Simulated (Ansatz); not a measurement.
**One shape, several levels: InH3 (SMILES [InH3])**

Wanted: a comparison of 4 runs (HF/3-21G, HF/def2-TZVP, revPBE/def2-TZVP, RPA@PBE0/def2-TZVP) of InH3. 

Program for the calculation: Ansatz 0.2.0.

32 further runs of the same task are left out: 3 that didn't finish, 29 set aside as unsound or not needed.

### 1 The molecule

The species is InH3 (4 atoms), meant as a singlet with charge 0. As SMILES, `[InH3]`. The In1–H4 distance was set to 3.103 Å, away from the relaxed value. At this shape a bond of the SMILES string is far longer than usual.

Bond lengths: In1–H2 1.724 Å, In1–H3 1.724 Å. Angles: H2–In1–H3 120.0°.

### 2 A single-point energy at HF/3-21G (run 1)

Contents of input.yaml:

```yaml
crystal:
  periodic: [false, false, false]
  atoms:
    - {symbol: In, position_ang: [-0.552419, 1.136018, -0.511579]}
    - {symbol: H, position_ang: [-0.150819, 2.667118, 0.171721]}
    - {symbol: H, position_ang: [-1.661919, 1.043818, -1.827879]}
    - {symbol: H, position_ang: [0.721800, -1.454000, 0.628000]}
basis:
  gaussian: {orbitals: 3-21G-spherical.json}
output: {orbitals: {seedname: orbitals}}
accuracy: high
hamiltonian: {xc: hf}
```

The basis set 3-21G is read from a file made from the Basis Set Exchange's data (not shown).

Command:

```bash
$ ansatz run input.yaml --threads 1 --pin off --max-ram 3480MiB --events-out events.jsonl --progress --plain --runs-dir runs
```

Output:

```text
Warning: RAYON_NUM_THREADS=1 ignored (pool sized by the plan → 1); use --threads N
Functional definition: HF
  name "HF"
  exchange = exact_x
  correlation = 0
684 factors; integrals over basis functions are off by at most 4.1e-9 eV
mean field evaluation 1: about -155547.5415 eV, gradient 9.8e0 eV
mean field evaluation 2: about -155547.5666 eV, gradient 9.7e0 eV
mean field evaluation 4: about -155548.4722 eV, gradient 7.0e-1 eV
mean field evaluation 8: about -155548.4748 eV, gradient 1.0e-4 eV
mean field evaluation 16: about -155538.3849 eV, gradient 1.2e1 eV
mean field -155548.47482762 eV, -5716.3010153720 hartree, gradient 1.8e-8 eV, S^2 0.000000; 0 other end points of the search recorded, 0 dependent functions left out
reference -155548.47482762 eV, -5716.3010153720 hartree; 26, 26 occupied and 11, 11 virtual orbitals, 684 factors
Total energy: -155548.47482762 eV, -5716.3010153720 hartree
```

Run time: 0.52 s. Hardware: 1 thread of Arm Neoverse V2, shared host.

### 3 A single-point energy at HF/def2-TZVP (core potential) (run 2)

Contents of job.yaml:

```yaml
crystal:
  periodic: [false, false, false]
  atoms:
    - symbol: In
      position_ang: [-0.552419, 1.136018, -0.511579]
    - symbol: H
      position_ang: [-0.150819, 2.667118, 0.171721]
    - symbol: H
      position_ang: [-1.661919, 1.043818, -1.827879]
    - symbol: H
      position_ang: [0.721800, -1.454000, 0.628000]
basis:
  gaussian: {orbitals: def2-TZVP}
total_charge: 0
hamiltonian: {xc: hf}
accuracy: high
output: {orbitals: {seedname: orbitals}}
```

Command:

```bash
$ ansatz run job.yaml --threads 1 --pin off --max-ram 3480MiB --events-out events.jsonl --progress --plain --runs-dir runs
```

Output:

```text
Warning: RAYON_NUM_THREADS=1 ignored (pool sized by the plan → 1); use --threads N
[... 4 set-up lines as earlier in the session ...]
1303 factors; integrals over basis functions are off by at most 2.7e-9 eV
mean field evaluation 1: about -5190.8566 eV, gradient 1.3e1 eV
mean field evaluation 2: about -5190.8577 eV, gradient 1.3e1 eV
mean field evaluation 4: about -5191.8597 eV, gradient 1.7e0 eV
mean field evaluation 8: about -5191.8722 eV, gradient 5.0e-2 eV
mean field -5191.87225473 eV, -190.7977861838 hartree, gradient 4.6e-8 eV, S^2 0.000000; 0 other end points of the search recorded, 0 dependent functions left out
reference -5191.87225473 eV, -190.7977861838 hartree; 12, 12 occupied and 56, 56 virtual orbitals, 1303 factors
Total energy: -5191.87225473 eV, -190.7977861838 hartree
```

Wall time 1.6 s (1 thread of Arm Neoverse V2, shared host); peak memory 0.12 GiB.

### 4 A single-point energy at revPBE/def2-TZVP (core potential) (run 3)

Contents of input.yaml:

```yaml
basis:
  gaussian:
    orbitals: def2-TZVP
crystal:
  periodic: [false, false, false]
  atoms:
    - {symbol: In, position_ang: [-0.552419, 1.136018, -0.511579]}
    - {symbol: H, position_ang: [-0.150819, 2.667118, 0.171721]}
    - {symbol: H, position_ang: [-1.661919, 1.043818, -1.827879]}
    - {symbol: H, position_ang: [0.721800, -1.454000, 0.628000]}
hamiltonian:
  xc: {name: revPBE}
accuracy: high
output:
  orbitals: {seedname: orbitals}
```

Command:

```bash
$ ansatz run input.yaml --threads 1 --pin off --max-ram 3480MiB --events-out events.jsonl --progress --plain --runs-dir runs
```

Output:

```text
Warning: RAYON_NUM_THREADS=1 ignored (pool sized by the plan → 1); use --threads N
Functional definition: revPBE
  name "revPBE"
  parameter kappa = 1.245
  parameter beta = 0.06672455060314922
  exchange = pbe_x(kappa = kappa, mu = beta*pi^2/3)
  correlation = pbe_c(beta = beta)
1303 factors; integrals over basis functions are off by at most 2.7e-9 eV
mean field evaluation 1: about -5217.6442 eV, gradient 2.6e1 eV
mean field evaluation 2: about -5209.3295 eV, gradient 3.8e1 eV
mean field evaluation 4: about -5219.7422 eV, gradient 9.9e0 eV
mean field evaluation 8: about -5220.5415 eV, gradient 1.9e-1 eV
mean field evaluation 16: about -5220.5418 eV, gradient 1.6e-4 eV
mean field -5220.54179628 eV, -191.8513724029 hartree, gradient 1.6e-8 eV, S^2 0.000000; 0 other end points of the search recorded, 0 dependent functions left out
reference -5220.54180205 eV, -191.8513726150 hartree; 12, 12 occupied and 56, 56 virtual orbitals, 1303 factors
Total energy: -5220.54180205 eV, -191.8513726150 hartree
```

Wall time 3.3 s (1 thread of Arm Neoverse V2, shared host); peak memory 0.15 GiB.

### 5 The energy at RPA@PBE0/def2-TZVP (core potential) (run 4)

Contents of molecule.yaml:

```yaml
crystal:
  periodic: [false, false, false]
  atoms:
    - {symbol: In, position_ang: [-0.552419, 1.136018, -0.511579]}
    - {symbol: H, position_ang: [-0.150819, 2.667118, 0.171721]}
    - {symbol: H, position_ang: [-1.661919, 1.043818, -1.827879]}
    - {symbol: H, position_ang: [0.721800, -1.454000, 0.628000]}
basis:
  gaussian:
    orbitals: def2-TZVP
accuracy: high
correlation:
  method: rpa
  frozen_orbitals: {H: 0, In: 4}
hamiltonian:
  xc: {name: PBE0}
```

Command:

```bash
$ ansatz run molecule.yaml --threads 1 --pin off --max-ram 3480MiB --events-out events.jsonl --progress --plain --runs-dir runs
```

Output:

```text
Warning: RAYON_NUM_THREADS=1 ignored (pool sized by the plan → 1); use --threads N
Functional definition: PBE0
  name "PBE0"
  parameter a = 0.25
  parameter kappa = 0.804
[... 1 set-up line as earlier in the session ...]
  exchange = (1 - a)*pbe_x(kappa = kappa, mu = beta*pi^2/3) + a*exact_x
[... 1 set-up line as earlier in the session ...]
1303 factors; integrals over basis functions are off by at most 2.7e-9 eV
mean field evaluation 1: about -5217.1458 eV, gradient 1.8e1 eV
mean field evaluation 2: about -5217.1444 eV, gradient 1.8e1 eV
mean field evaluation 4: about -5218.3997 eV, gradient 5.8e0 eV
mean field evaluation 8: about -5218.6367 eV, gradient 1.2e-1 eV
mean field evaluation 16: about -5218.6367 eV, gradient 1.3e-6 eV
mean field -5218.63671124 eV, -191.7813618191 hartree, gradient 5.0e-8 eV, S^2 0.000000; 0 other end points of the search recorded, 0 dependent functions left out; unrestricted orbitals would lower it
mean field evaluation 32: about -5192.7955 eV, gradient 2.3e-3 eV
unrestricted determinant -5192.79546717 eV, -190.8317136155 hartree, S^2 0.8202
4 core orbitals not correlated: weight in the atoms' cores, before any rotation towards them, 1.000 or more for the frozen orbitals, at most 0.000 for the correlated occupied ones
reference -5191.40149242 eV, -190.7804859883 hartree; 8, 8 occupied and 56, 56 virtual orbitals, 1303 factors
Total energy: -5203.16180221 eV, -191.2126694013 hartree
```

Wall time 6.3 s (1 thread of Arm Neoverse V2, shared host); peak memory 0.24 GiB.

### 6 Overview of the runs

```
run                                level  core potential  frozen core orbitals   energy (Eh)  HOMO energy (eV)  LUMO energy (eV)  HOMO–LUMO gap (eV)  wall time
  1                             HF/3-21G            none                     –  -5716.301015             -7.91              0.12                8.04     0.52 s
  2        HF/def2-TZVP (core potential)       def2-TZVP                     –   -190.797786             -8.05             -0.09                7.95      1.6 s
  3    revPBE/def2-TZVP (core potential)       def2-TZVP                     –   -191.851373             -5.44             -3.54                1.90      3.3 s
  4  RPA@PBE0/def2-TZVP (core potential)       def2-TZVP                     4   -191.212669                 –                 –                   –      6.3 s
```

### 7 What came out

| quantity | value |
| --- | --- |
| run 4: total energy | -191.21267 Eh |
| run 4: RPA correlation energy (valence) | -432.2 mEh |

What this shows: Over runs 1, 2, 3 the HOMO–LUMO gap runs from 1.90 eV (revPBE/def2-TZVP) to 8.04 eV (HF/3-21G). The two ends differ in method and basis and core potential. Some runs of one species differ in core potentials or relativity; totals across that change don't compare. In run 4 the log says that unrestricted orbitals would lower the reference, so the values rest on an unstable closed-shell determinant (other closed-shell runs at this shape may share the fault). In run 1 relativity is left out where basis or elements ask for it. All runs together took 12 s, the longest 6.3 s.
